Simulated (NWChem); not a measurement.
# CH6Se2Si (SMILES C[Se][Se][SiH3]): levels of theory compared

Wanted: a comparison of 4 runs (HF/STO-3G, HF/3-21G, B3LYP/6-31G*) of CH6Se2Si. 

The results are computed with NWChem 7.3.0.

## 1. Starting point

The species is CH6Se2Si (10 atoms), meant as a singlet with charge 0. SMILES: `C[Se][Se][SiH3]`. Geometry: relaxed at PBE0-D4/def2-TZVP. This is one conformer, not always the lowest.

Bond lengths: C1–Se2 1.946 Å, Se2–Se3 2.335 Å, Se3–Si4 2.281 Å, C1–H5 1.088 Å, C1–H6 1.087 Å, C1–H7 1.091 Å, Si4–H8 1.487 Å, Si4–H9 1.485 Å, Si4–H10 1.482 Å. Some angles: C1–Se2–Se3 99.4°, Se2–Se3–Si4 93.6°, Se2–C1–H5 110.0°, Se2–C1–H6 110.0°, Se2–C1–H7 106.0°, Se3–Si4–H8 107.1°, Se3–Si4–H9 109.8°, Se3–Si4–H10 110.5°, H5–C1–H6 110.9°, H5–C1–H7 109.8°.

## 2. Energy and forces at HF/STO-3G (run 1)

Input file input.nw:

```
start input
title "CH6Se2Si hf"
memory total 2200 mb
geometry units angstrom noautosym nocenter noautoz
C       -0.728700       1.824500       0.485900
Se      -1.458500       0.088100       0.975500
Se      -1.140100      -1.040800      -1.043900
Si       0.963900      -1.726800      -0.492400
H        0.319300       1.724600       0.211100
H       -1.305200       2.253800      -0.330100
H       -0.819200       2.450400       1.375500
H        1.509800      -2.453600      -1.669800
H        1.816100      -0.547500      -0.195800
H        0.925800      -2.623900       0.687100
end
basis spherical bse
* library STO-3G
end
scf
thresh 1e-08
maxiter 80
noprint "final vectors analysis"
end
task scf gradient
```

Run with:

```console
$ nwchem input.nw > input.out
```

What it wrote:

```text
[...]
  functions       =    56
[...]
  wavefunction    = RHF
[...]
         Total SCF energy =  -5073.667922121909
      One-electron energy =  -8397.375261468227
      Two-electron energy =   2675.755091904020
 Nuclear repulsion energy =    647.952247442297
        Time for solution =      4.4s
[...]
                         RHF ENERGY GRADIENTS
    atom               coordinates                        gradient
                 x          y          z           x          y          z
   1 C      -1.377043   3.447805   0.918218    0.005764   0.009708  -0.007360
   2 Se     -2.756165   0.166485   1.843428    0.004387  -0.005434  -0.001162
   3 Se     -2.154477  -1.966827  -1.972685   -0.008751   0.000033  -0.005610
   4 Si      1.821507  -3.263179  -0.930501   -0.026127   0.012510   0.003941
   5 H       0.603390   3.259021   0.398921    0.003020  -0.005000   0.000921
   6 H      -2.466470   4.259064  -0.623799   -0.004717  -0.002259  -0.001544
   7 H      -1.548064   4.630585   2.599318   -0.002404  -0.000014   0.007525
   8 H       2.853108  -4.636632  -3.155464    0.010808  -0.015924  -0.027467
   9 H       3.431931  -1.034625  -0.370008    0.018650   0.025422   0.006105
  10 H       1.749508  -4.958452   1.298431   -0.000629  -0.019041   0.024650
[...]
```

It took 6.3 s on 1 thread of AMD EPYC 9R45 (Zen 5), shared host; peak memory 0.1 GiB.

## 3. Energy and forces at HF/3-21G (run 2)

Input file run.py:

```python
from ase import Atoms
from ase.calculators.nwchem import NWChem

molecule = Atoms(['C', 'Se', 'Se', 'Si', 'H', 'H', 'H', 'H', 'H', 'H'], positions=[
    [-0.728700, 1.824500, 0.485900],
    [-1.458500, 0.088100, 0.975500],
    [-1.140100, -1.040800, -1.043900],
    [0.963900, -1.726800, -0.492400],
    [0.319300, 1.724600, 0.211100],
    [-1.305200, 2.253800, -0.330100],
    [-0.819200, 2.450400, 1.375500],
    [1.509800, -2.453600, -1.669800],
    [1.816100, -0.547500, -0.195800],
    [0.925800, -2.623900, 0.687100],
])

calc = NWChem(
    label='ch6se2si',
    theory='scf',
    memory='2200 mb',
    basis='3-21G',
    basispar='spherical bse',
    scf={'nopen': '0', 'rhf': None, 'thresh': '1e-08', 'maxiter': '80'},
)
molecule.calc = calc

forces = molecule.get_forces()
print("Total energy (eV):", round(molecule.get_potential_energy(), 6))
print("forces (eV/A):")
for s, f in zip(molecule.symbols, forces):
    print(f"{s:2s} {f[0]:10.5f} {f[1]:10.5f} {f[2]:10.5f}")
print("dipole (e A):", molecule.get_dipole_moment().round(4))
```

Run with:

```console
$ export ASE_NWCHEM_COMMAND="nwchem PREFIX.nwi > PREFIX.nwo"
$ python run.py
```

What it wrote:

```text
Total energy (eV): -138927.529808
forces (eV/A):
C     0.26863    0.68715   -0.11544
Se   -0.78568    0.57737    2.04588
Se   -0.88179   -0.58225   -2.01492
Si    1.48332   -0.64164    0.08212
H    -0.34880    0.13920    0.05919
H     0.24955   -0.09364    0.27202
H     0.07698   -0.12845   -0.35425
H     0.00555    0.02479    0.06623
H    -0.04741   -0.03934   -0.00324
H    -0.02041    0.05682   -0.03754
dipole (e A): [0.3703 0.2384 0.0768]
```

The calculator wrote ch6se2si.nwi:

```
title "ch6se2si"

permanent_dir ch6se2si

scratch_dir ch6se2si

start ch6se2si

geometry units angstrom nocenter noautosym noautoz
  C  -7.2870000000000001e-01 1.8245000000000000e+00 4.8590000000000000e-01
  Se -1.4584999999999999e+00 8.8099999999999998e-02 9.7550000000000003e-01
  Se -1.1400999999999999e+00 -1.0407999999999999e+00 -1.0439000000000001e+00
  Si 9.6389999999999998e-01 -1.7267999999999999e+00 -4.9240000000000000e-01
  H  3.1929999999999997e-01 1.7245999999999999e+00 2.1110000000000001e-01
  H  -1.3051999999999999e+00 2.2538000000000000e+00 -3.3010000000000000e-01
  H  -8.1920000000000004e-01 2.4504000000000001e+00 1.3754999999999999e+00
  H  1.5098000000000000e+00 -2.4535999999999998e+00 -1.6698000000000000e+00
  H  1.8161000000000000e+00 -5.4749999999999999e-01 -1.9580000000000000e-01
  H  9.2579999999999996e-01 -2.6238999999999999e+00 6.8710000000000004e-01
end

memory 2200 mb

basis spherical bse noprint
   * library 3-21G
end

scf
  nopen 0
  rhf
  thresh 1e-08
  maxiter 80
end

task scf gradient
```

ch6se2si.nwo:

```text
Northwest Computational Chemistry Package (NWChem) 7.3.0
             --------------------------------------------------------

           Job information
           ---------------

    nwchem branch   = 7.3.0
    use scalapack   = T
    input           = ch6se2si.nwi
    prefix          = ch6se2si.
    data base       = ch6se2si/ch6se2si.db
    status          = startup
    nproc           =        1

           Memory information
           ------------------

[... 5 lines left out ...]
    hardfail = no
[... 137 lines left out ...]
         Quadratically convergent ROHF
[... 14 lines left out ...]
       Final RHF  results
[... 4 lines left out ...]
      Two-electron energy =   2655.941336491878
[... 66 lines left out ...]
                       ROHF Final Molecular Orbital Analysis
[... 256 lines left out ...]
                 ----------------------------------------
                 |  Time  |  1-e(secs)   |  2-e(secs)   |
                 ----------------------------------------
                 |  CPU   |       0.00   |       1.13   |
                 ----------------------------------------
                 |  WALL  |       0.00   |       1.13   |
                 ----------------------------------------

 Task  times  cpu:        6.1s     wall:        6.1s
 Total times  cpu:        6.1s     wall:        6.1s
```

Run time: 6.9 s. Hardware: 1 thread of AMD EPYC 9R45 (Zen 5), shared host; peak memory 0.1 GiB.

Run 3 isn't shown in full; the table further down has it.

## 4. Energy and forces at B3LYP/6-31G(d) (Cartesian functions) (run 4)

Input file ch6se2si.nw:

```
start ch6se2si
memory 2200 mb
geometry noautosym nocenter noautoz
 C       -0.728700       1.824500       0.485900
 Se      -1.458500       0.088100       0.975500
 Se      -1.140100      -1.040800      -1.043900
 Si       0.963900      -1.726800      -0.492400
 H        0.319300       1.724600       0.211100
 H       -1.305200       2.253800      -0.330100
 H       -0.819200       2.450400       1.375500
 H        1.509800      -2.453600      -1.669800
 H        1.816100      -0.547500      -0.195800
 H        0.925800      -2.623900       0.687100
end
basis cartesian
 C library 6-31G*
 Se library 6-31G*
 Si library 6-31G*
 H library 6-31G*
end
dft
 xc b3lyp
 mult 1
 grid fine
 convergence energy 1e-08
 maxiter 100
 mulliken
 noprint "final vectors analysis"
end
task dft gradient
```

Run with:

```console
$ nwchem ch6se2si.nw > ch6se2si.out
```

What it wrote:

```text
[...]
          Wavefunction type:  closed shell.
          No. of atoms     :    10
          No. of electrons :    94
[...]
          Charge           :     0
          Spin multiplicity:     1
[...]
          AO basis - number of functions:   116
[...]
              XC Information
              --------------
                         B3LYP Method XC Potential
                     Hartree-Fock (Exact) Exchange  0.200
                        Slater Exchange Functional  0.800 local
                    Becke 1988 Exchange Functional  0.720 non-local
              Lee-Yang-Parr Correlation Functional  0.810
                  VWN I RPA Correlation Functional  0.190 local
[...]
 d= 0,ls=0.0,diis     1  -5133.7815804432 -5.78D+03  8.28D-03  2.57D+00     3.6
[...]
 d= 0,ls=0.0,diis    10  -5133.8356438617 -1.20D-09  2.61D-07  5.72D-10    26.5
         Total DFT energy =    -5133.835643861660
      One electron energy =    -8435.170237918897
           Coulomb energy =     2856.290536930305
    Exchange-Corr. energy =     -202.908190315366
 Nuclear repulsion energy =      647.952247442297
[...]
  wavefunction    = closed shell
[...]
```

Wall time 36 s (1 thread of AMD EPYC 9R45 (Zen 5), shared host); peak memory 0.13 GiB.

## 5. Overview of the runs

| run | level | iteration cap | module | energy (Eh) | dipole moment (D) | largest force (eV/Å) | wall time |
| --- | --- | --- | --- | --- | --- | --- | --- |
| 1 | HF/STO-3G | 80 | scf | -5073.667922 | 2.33 | 1.725 | 6.3 s |
| 2 | HF/3-21G | 80 | scf | -5105.492594 | 2.15 | 2.275 | 6.9 s |
| 3 | B3LYP/6-31G* (spherical functions) | 100 | dft | -5133.818273 | 1.78 | 0.752 | 35 s |
| 4 | B3LYP/6-31G* (Cartesian functions) | 100 | dft | -5133.835644 | 1.78 | 0.765 | 36 s |

## 6. Outcome

| quantity | value |
| --- | --- |
| run 4: total energy | -5133.83564 Eh |
| run 4: dipole moment | 1.78 D |
| run 4: largest force on an atom | 0.765 eV/Å |

What this shows: The dipole moment (its size) runs from 1.78 D (B3LYP/6-31G*) to 2.33 D (HF/STO-3G). The two ends differ in method and basis. In run 1 the basis is minimal, so the values are rough. All runs together took 85 s, the longest 36 s.
